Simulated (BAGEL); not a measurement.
# singlet SiHSClF+ at 6 levels

Wanted: a comparison of 6 runs (HF/STO-3G, HF/3-21G, B3LYP/6-31G*, B3LYP/def2-SVPD, PBE0/def2-SVPD, RI-MP2/def2-SVPD) of singlet SiHSClF+. 

The results are computed with BAGEL 1.2.2.

2 further runs of the same task are left out: 1 that didn't finish, 1 set aside as unsound or not needed.

## 1. The structure to begin with

SiHSClF+: 5 atoms, total charge +1, spin state singlet. SMILES of the parent species: `F[SiH]([S])Cl`. The coordinates come from a PBE0-D4/def2-TZVP relaxation. That shape belongs to the parent species and isn't relaxed for this state.

Bond lengths: F1–Si2 1.586 Å, Si2–S3 2.101 Å, Si2–Cl4 2.036 Å, Si2–H5 1.473 Å. Angles: F1–Si2–S3 112.6°, F1–Si2–Cl4 108.5°, S3–Si2–Cl4 104.7°, F1–Si2–H5 106.8°, S3–Si2–H5 113.2°, Cl4–Si2–H5 111.1°.

## 2. The energy at HF/STO-3G (density fitting with qzvpp-jkfit) (run 1)

hf.json

```json
{ "bagel" : [

{
  "title" : "molecule",
  "basis" : "sto-3g",
  "df_basis" : "qzvpp-jkfit",
  "angstrom" : true,
  "geometry" : [
    { "atom" : "F", "xyz" : [    0.063800,   -0.754400,    1.465300 ] },
    { "atom" : "Si", "xyz" : [    0.139200,   -0.051800,    0.044900 ] },
    { "atom" : "S", "xyz" : [   -0.590500,    1.918200,    0.079800 ] },
    { "atom" : "Cl", "xyz" : [   -1.102000,   -1.040800,   -1.230100 ] },
    { "atom" : "H", "xyz" : [    1.539400,   -0.144800,   -0.401400 ] }
  ]
},
{
  "title" : "hf",
  "charge" : 1
},
{
  "title" : "print",
  "file" : "orbitals.molden",
  "orbitals" : true
}

]}
```

On the command line:

```
$ BAGEL_NUM_THREADS=1 BAGEL hf.json > hf.out
```

Standard output:

```text
* using 1 threads per process

  ===============================================================
  ===============================================================

  *** Geometry ***

  { "atom" : "F", "xyz" : [      0.120565,     -1.425609,      2.769016 ] },
  { "atom" : "Si", "xyz" : [      0.263050,     -0.097888,      0.084849 ] },
  { "atom" : "S", "xyz" : [     -1.115883,      3.624873,      0.150800 ] },
  { "atom" : "Cl", "xyz" : [     -2.082478,     -1.966827,     -2.324552 ] },
  { "atom" : "H", "xyz" : [      2.909044,     -0.273632,     -0.758536 ] },

  Number of auxiliary basis functions:      479

  Since a DF basis is specified, we compute 2- and 3-index integrals:
    o Being stored without compression. Storage requirement is 0.004 GB

  Number of basis functions:       33
  Number of electrons      :       57

    * METHOD: MOLECULE                             0.12

  *** RHF ***

  === Nuclear Repulsion ===
   269.3000733684

      * DIIS with orbital gradients will be used.

  === RHF iteration (sto-3g) ===
      0      -1231.60352599          0.01479607           0.02
      1      -1231.72400153          0.00363836           0.02
      2      -1231.73010665          0.00092033           0.02
[... 22 lines of this table left out ...]
     25      -1231.73164663          0.00000001           0.02
    * SCF iteration converged.

    * Permanent dipole moment:
           (   -0.765785,    -2.457259,    -0.450702) a.u.

    * METHOD: HF                                   0.73

    * METHOD: PRINT                                0.00

  ===============================================================
```

Wall time 1.8 s (1 thread of Intel Xeon 6975P-C (Granite Rapids), shared host); peak memory 0.077 GiB.

## 3. A single-point energy at HF/3-21G (density fitting with qzvpp-jkfit) (run 2)

job.json

```json
{ "bagel": [

{
  "title": "molecule",
  "basis": "3-21g",
  "df_basis": "qzvpp-jkfit",
  "angstrom": true,
  "geometry": [
    { "atom": "F", "xyz": [    0.063800,   -0.754400,    1.465300 ] },
    { "atom": "Si", "xyz": [    0.139200,   -0.051800,    0.044900 ] },
    { "atom": "S", "xyz": [   -0.590500,    1.918200,    0.079800 ] },
    { "atom": "Cl", "xyz": [   -1.102000,   -1.040800,   -1.230100 ] },
    { "atom": "H", "xyz": [    1.539400,   -0.144800,   -0.401400 ] }
  ]
},
{ "title": "hf", "charge": 1 },
{ "title": "print", "file": "orbitals.molden", "orbitals": true }

]}
```

On the command line:

```
$ BAGEL_NUM_THREADS=1 BAGEL job.json > job.out
```

Standard output:

```text
* using 1 threads per process

  ===============================================================
  ===============================================================

  *** Geometry ***

  { "atom" : "F", "xyz" : [      0.120565,     -1.425609,      2.769016 ] },
  { "atom" : "Si", "xyz" : [      0.263050,     -0.097888,      0.084849 ] },
  { "atom" : "S", "xyz" : [     -1.115883,      3.624873,      0.150800 ] },
  { "atom" : "Cl", "xyz" : [     -2.082478,     -1.966827,     -2.324552 ] },
  { "atom" : "H", "xyz" : [      2.909044,     -0.273632,     -0.758536 ] },

  Number of auxiliary basis functions:      479

  Since a DF basis is specified, we compute 2- and 3-index integrals:
    o Being stored without compression. Storage requirement is 0.010 GB

  Number of basis functions:       50
  Number of electrons      :       57

    * METHOD: MOLECULE                             0.12

  *** RHF ***

  === Nuclear Repulsion ===
   269.3000733684

      * DIIS with orbital gradients will be used.

  === RHF iteration (3-21g) ===
      0      -1239.22858438          0.02165808           0.04
      1      -1239.35465740          0.01348256           0.03
      2      -1239.39270220          0.00150603           0.03
[... 25 lines of this table left out ...]
     28      -1239.39577019          0.00000000           0.04
    * SCF iteration converged.

    * Permanent dipole moment:
           (   -0.760506,    -2.176858,     0.064041) a.u.

    * METHOD: HF                                   1.07

    * METHOD: PRINT                                0.01

  ===============================================================
```

It took 2.2 s on 1 thread of Intel Xeon 6975P-C (Granite Rapids), shared host; peak memory 0.082 GiB.

Runs 3 to 5 aren't shown in full; the table further down has their settings and results.

## 4. A single-point energy at RI-MP2/def2-SVPD (density fitting with qzvpp-jkfit) (run 6)

job.json

```json
{ "bagel" : [

{
  "title" : "molecule",
  "basis" : "def2-svpd.json",
  "df_basis" : "qzvpp-jkfit",
  "angstrom" : "true",
  "geometry" : [
    { "atom" : "F", "xyz" : [    0.063800,   -0.754400,    1.465300 ] },
    { "atom" : "Si", "xyz" : [    0.139200,   -0.051800,    0.044900 ] },
    { "atom" : "S", "xyz" : [   -0.590500,    1.918200,    0.079800 ] },
    { "atom" : "Cl", "xyz" : [   -1.102000,   -1.040800,   -1.230100 ] },
    { "atom" : "H", "xyz" : [    1.539400,   -0.144800,   -0.401400 ] }
  ]
},
{ "title" : "hf", "charge" : 1 },
{ "title" : "mp2", "charge" : 1, "ncore" : 16 }

]}
```

The basis set def2-SVPD is read from a file made from the Basis Set Exchange's data (not shown).

On the command line:

```
$ BAGEL_NUM_THREADS=1 BAGEL job.json > job.out
```

Standard output:

```text
* using 1 threads per process

  ===============================================================
  ===============================================================

  *** Geometry ***

[... 29 lines left out ...]
    * SCF iteration converged.
[... 1 line left out ...]
    * Permanent dipole moment:
[... 2 lines left out ...]
    * METHOD: HF                                   4.17

  *** RHF ***

  === Nuclear Repulsion ===
   269.3000733684

      * DIIS with orbital gradients will be used.

  === RHF iteration (def2-svpd.json) ===
      0      -1245.25233430          0.00000001           0.11
    * SCF iteration converged.

    * Permanent dipole moment:
           (   -0.326581,    -2.103573,     0.208065) a.u.

  === DF-MP2 calculation ===

    * freezing 16 orbitals
    * 3-index integral transformation done
    * assembly done

      MP2 correlation energy:   -0.5362863829      0.05

      MP2 total energy:       -1245.7886206863

    * METHOD: MP2                                  0.27

  ===============================================================
```

It took 5.7 s on 1 thread of Intel Xeon 6975P-C (Granite Rapids), shared host; peak memory 0.15 GiB.

## 5. Overview of the runs

```csv
run,level,frozen core orbitals,energy (Eh),HOMO energy (eV),LUMO energy (eV),HOMO–LUMO gap (eV),wall time
1,HF/STO-3G (density fitting with qzvpp-jkfit),–,-1231.731647,-16.34,-7.65,8.69,1.8 s
2,HF/3-21G (density fitting with qzvpp-jkfit),–,-1239.395770,-18.69,-10.78,7.91,2.2 s
3,"B3LYP/6-31G* (density fitting with qzvpp-jkfit, spherical functions)",–,-1247.983493,-14.98,-13.90,1.08,9.6 s
4,B3LYP/def2-SVPD (density fitting with qzvpp-jkfit),–,-1247.626073,-15.01,-13.91,1.10,14 s
5,PBE0/def2-SVPD (density fitting with qzvpp-jkfit),–,-1247.049056,-15.01,-14.09,0.92,23 s
6,RI-MP2/def2-SVPD (density fitting with qzvpp-jkfit),16,-1245.788621,–,–,–,5.7 s
```

## 6. Summary of results

| quantity | value |
| --- | --- |
| run 6: total energy | -1245.78862 Eh |
| run 6: correlation energy (16 core orbitals frozen) | -536.3 mEh |

**Reading.** Over runs 1, 2, 3, 4, 5 the HOMO–LUMO gap runs from 0.92 eV (PBE0/def2-SVPD) to 8.69 eV (HF/STO-3G). The two ends differ in method and basis. Totals of different functionals can't be ranked against each other. In run 1 the basis is minimal, so the values are rough. All runs together took 57 s, the longest 23 s.
